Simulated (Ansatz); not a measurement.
# CH₇GaN₂O: up Jacob's ladder to CCSD(T)

One table from this session's results is given with a row withheld; the runs are named, their logs left out.

Method: functionals in def2-TZVPP, the program's frozen cores in correlated methods; program: Ansatz 0.2.0, Gaussian basis.

Levels to be run: LDA (SPW92), PBE-D4, revPBE-D4, BLYP-D4, r2SCAN-D4, B97M-V, PBE0-D4, B3LYP-D4, r2SCANh-D4, r2SCAN0-D4, HSE06-D4, BHLYP-D4, CAM-B3LYP-D4, LC-ωPBE, ωB97X-V, ωB97M-V, B2PLYP, PBE-QIDH; CCSD(T)/def2-SVP; CCSD(T)/def2-TZVPP; MP2/def2-QZVPP; extrapolation to the limit; RPA on PBE.

### The geometry

All runs share one geometry, relaxed beforehand with PBE0-D4 in a triple-zeta def2 set.

SMILES `C[O][Ga]([NH2])[NH2]`, 12 atoms, charge 0, spin multiplicity 1.

Atoms are counted from 1 here; the program's logs count them from 0.

Bond lengths: C1–O2 1.401 Å, C1–H6 1.095 Å, C1–H7 1.099 Å, C1–H8 1.099 Å, O2–Ga3 1.787 Å, Ga3–N4 1.818 Å, Ga3–N5 1.813 Å, N4–H9 1.006 Å, N4–H10 1.006 Å, N5–H11 1.006 Å, N5–H12 1.007 Å. Angles: O2–C1–H6 108.8°, O2–C1–H7 112.4°, O2–C1–H8 112.8°, H6–C1–H7 107.4°, H6–C1–H8 107.4°, H7–C1–H8 107.7°, C1–O2–Ga3 121.9°, O2–Ga3–N4 119.1°, O2–Ga3–N5 115.7°, N4–Ga3–N5 125.1°, Ga3–N4–H9 121.4°, Ga3–N4–H10 120.3°, H9–N4–H10 110.9°, Ga3–N5–H11 121.0°, Ga3–N5–H12 118.7°, H11–N5–H12 111.0°.

The first run:

in.yaml

```yaml
crystal:
  periodic: [false, false, false]
  atoms:
    - {symbol: C, position_ang: [-1.355449, 0.312254, 1.574594]}
    - {symbol: O, position_ang: [-1.032601, -0.596460, 0.558463]}
    - {symbol: Ga, position_ang: [0.331220, -0.316457, -0.561265]}
    - {symbol: N, position_ang: [1.267299, 1.237422, -0.444880]}
    - {symbol: N, position_ang: [0.663279, -1.648477, -1.745088]}
    - {symbol: H, position_ang: [-2.283440, -0.012314, 2.056019]}
    - {symbol: H, position_ang: [-0.581301, 0.363180, 2.353082]}
    - {symbol: H, position_ang: [-1.519129, 1.331654, 1.197935]}
    - {symbol: H, position_ang: [2.166113, 1.341875, -0.884718]}
    - {symbol: H, position_ang: [1.202666, 1.808348, 0.381247]}
    - {symbol: H, position_ang: [1.187643, -1.475092, -2.586030]}
    - {symbol: H, position_ang: [-0.046300, -2.345942, -1.899338]}
basis:
  gaussian: {orbitals: def2-TZVPP}
hamiltonian: {xc: lda}
output: {orbitals: {seedname: orbitals}}
```

Started as:

```sh
$ ansatz run in.yaml --threads 4 --pin off --events-out ev --progress --plain --max-ram 10444MiB
```

Among the steps run: LDA; PBE-D4 (GGA); revPBE-D4 (GGA); BLYP-D4 (GGA); r2SCAN-D4 (meta-GGA); B97M-V (meta-GGA); PBE0-D4 (hybrid); B3LYP-D4 (hybrid); r2SCANh-D4 (hybrid); r2SCAN0-D4 (hybrid); HSE06-D4 (hybrid); BHLYP-D4 (hybrid); CAM-B3LYP-D4 (range-separated); LC-ωPBE (range-separated); ωB97X-V (range-separated); ωB97M-V (range-separated); B2PLYP (double hybrid); PBE-QIDH (double hybrid).

One of the session's tables, all rows but one given; the rest of the session is left out.

It belongs to the step «Frontier levels by functional». 

```
  functional  HOMO (eV)  gap (eV)
 LDA (SPW92)      -5.82      4.68
      PBE-D4      -5.64      4.71
   revPBE-D4      -5.57      4.75
     BLYP-D4      -5.52      4.58
   r2SCAN-D4          ?         ?
      B97M-V      -6.01      5.17
     PBE0-D4      -7.08      7.04
    B3LYP-D4      -6.83      6.44
  r2SCANh-D4      -6.49      6.30
  r2SCAN0-D4      -7.31      7.55
    HSE06-D4      -6.68      6.27
    BHLYP-D4      -8.44      9.10
CAM-B3LYP-D4      -8.53      9.33
     LC-ωPBE      -9.95     12.13
     ωB97X-V      -9.56     11.47
     ωB97M-V      -9.47     11.02
```

Estimate the missing values for r2SCAN-D4.

Worked estimate for «HOMO (eV)». Against the share of exact exchange, r2SCANh-D4 (0.1, -6.49), r2SCAN0-D4 (0.25, -7.31) give a slope of -5.47 per unit share; at 0 the line stands at -5.94.

**Answer.** HOMO (eV): -5.95; gap (eV): 5.46. In «HOMO (eV)» the line misses by +0.01.
